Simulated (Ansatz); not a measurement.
# AlH8NO3Si: one species, many methods

Aim: compute AlH8NO3Si with functionals from several rungs and with coupled cluster. The yardstick is the atomisation energy at the CCSD(T) limit.

Program: Ansatz 0.2.0, Gaussian basis. Level of theory: functionals in def2-TZVPP, the program's frozen cores in correlated methods. These are calculated values, not measurements.

Levels to be run: LDA (SPW92), PBE-D4, revPBE-D4, BLYP-D4, r2SCAN-D4, B97M-V, PBE0-D4, B3LYP-D4, r2SCANh-D4, r2SCAN0-D4, HSE06-D4, BHLYP-D4, CAM-B3LYP-D4, LC-ωPBE, ωB97X-V, ωB97M-V, B2PLYP, PBE-QIDH; CCSD(T)/def2-SVP; CCSD(T)/def2-TZVPP; MP2/def2-QZVPP; extrapolation to the limit; RPA on PBE.

**1. Structure used throughout**

An earlier PBE0-D4 in a triple-zeta def2 set relaxation fixed the geometry.

SMILES `[OH][Al-]([OH])([OH])[NH2+][SiH3]`, 14 atoms, charge 0, spin multiplicity 1.

Atoms are counted from 1 here; the program's logs count them from 0.

Bond lengths: O1–Al2 1.720 Å, O1–H7 0.955 Å, Al2–O3 1.730 Å, Al2–O4 1.720 Å, Al2–N5 2.010 Å, O3–H8 0.955 Å, O4–H9 0.954 Å, N5–Si6 1.795 Å, N5–H10 1.017 Å, N5–H11 1.017 Å, Si6–H12 1.474 Å, Si6–H13 1.473 Å, Si6–H14 1.490 Å. Angles: Al2–O1–H7 121.1°, O1–Al2–O3 116.6°, O1–Al2–O4 118.4°, O1–Al2–N5 100.6°, O3–Al2–O4 117.2°, O3–Al2–N5 97.0°, O4–Al2–N5 100.5°, Al2–O3–H8 120.7°, Al2–O4–H9 121.3°, Al2–N5–Si6 111.7°, Al2–N5–H10 106.4°, Al2–N5–H11 106.1°, Si6–N5–H10 112.5°, Si6–N5–H11 112.4°, H10–N5–H11 107.2°, N5–Si6–H12 108.4°, N5–Si6–H13 108.3°, N5–Si6–H14 106.7° and more.

**2. LDA**

This LDA is Slater exchange with PW92 correlation.

Contents of in.yaml:

```yaml
crystal:
  periodic: [false, false, false]
  atoms:
    - {symbol: O, position_ang: [-2.399431, -0.176125, 0.043481]}
    - {symbol: Al, position_ang: [-0.892403, 0.422994, 0.616064]}
    - {symbol: O, position_ang: [0.023018, -0.631059, 1.637434]}
    - {symbol: O, position_ang: [-0.735450, 2.113329, 0.889684]}
    - {symbol: N, position_ang: [0.239686, 0.211156, -1.031788]}
    - {symbol: Si, position_ang: [1.623960, -0.896837, -0.749030]}
    - {symbol: H, position_ang: [-3.191690, 0.353943, 0.094321]}
    - {symbol: H, position_ang: [-0.386401, -1.390474, 2.047201]}
    - {symbol: H, position_ang: [-0.409715, 2.452563, 1.720244]}
    - {symbol: H, position_ang: [0.536883, 1.146354, -1.297780]}
    - {symbol: H, position_ang: [-0.383582, -0.125379, -1.761332]}
    - {symbol: H, position_ang: [1.091834, -2.242297, -0.465177]}
    - {symbol: H, position_ang: [2.472930, -0.317895, 0.306922]}
    - {symbol: H, position_ang: [2.397560, -0.949670, -2.021442]}
basis:
  gaussian: {orbitals: def2-TZVPP}
hamiltonian: {xc: lda}
output: {orbitals: {seedname: orbitals}}
```

Run with:

```
ansatz run in.yaml --threads 4 --pin off --events-out ev --progress --plain --max-ram 11315MiB
```

After this run come: PBE-D4 (GGA); revPBE-D4 (GGA); BLYP-D4 (GGA); r2SCAN-D4 (meta-GGA); B97M-V (meta-GGA); B3LYP-D4 (hybrid); r2SCANh-D4 (hybrid); r2SCAN0-D4 (hybrid); HSE06-D4 (hybrid); BHLYP-D4 (hybrid); CAM-B3LYP-D4 (range-separated); LC-ωPBE (range-separated); ωB97X-V (range-separated); ωB97M-V (range-separated); B2PLYP (double hybrid); PBE-QIDH (double hybrid); CCSD(T) in def2-SVP; CCSD(T) in def2-TZVPP; MP2 in def2-QZVPP; RPA on PBE orbitals.

Before running them: what should the planned runs give, taken together? Wanted: atomisation energy, CCSD(T)/CBS; farthest beyond LDA; mean size of error, GGA; mean size of error, meta-GGA; mean size of error, hybrid; mean size of error, range-separated; mean size of error, double hybrid; gap, smallest and largest; T1 diagnostic.

As calculated:

| quantity | value |
| --- | --- |
| atomisation energy, CCSD(T)/CBS | 1219.8 kcal/mol |
| functionals within 6.1 kcal/mol (0.5 %) | PBE-D4, CAM-B3LYP-D4, ωB97M-V |
| farthest beyond LDA | BHLYP-D4 (-49.9 kcal/mol) |
| mean size of error, GGA | 17.6 kcal/mol |
| mean size of error, meta-GGA | 11.9 kcal/mol |
| mean size of error, hybrid | 29.3 kcal/mol |
| mean size of error, range-separated | 8.9 kcal/mol |
| mean size of error, double hybrid | 27.0 kcal/mol |
| gap, smallest and largest | 5.10 eV (BLYP-D4), 12.66 eV (LC-ωPBE) |
| T1 diagnostic | 0.0114 |
| triples share of the correlation energy | 3.3 % |

In words: LDA overbinds by 152.9 kcal/mol (13 %). PBE-D4 is off by -5.2 kcal/mol. Double hybrids carry the basis error of their MP2 part in triple zeta, and no dispersion term here, so their miss is partly the set-up's. Taken by rung, range-separated functionals do best (8.9 kcal/mol on average) and hybrid ones worst beyond LDA (29.3 kcal/mol). double hybrid functionals lie within the reference's doubt of that worst mean (27.0 kcal/mol), so those two tie. The mean of the hybrids holds BHLYP, with half exact exchange. Misses under about 6.1 kcal/mol are within the doubt on the reference itself, which lacks core-valence correlation, relativity and higher excitations. Hartree-Fock recovers 70 % of the binding; the rest is correlation. CCSD(T) in def2-SVP is off by -95.8 kcal/mol, so the small basis spoils what the method gains. The gap grows from 5.1 to 12.7 eV across the functionals, mostly with the share of exact exchange.
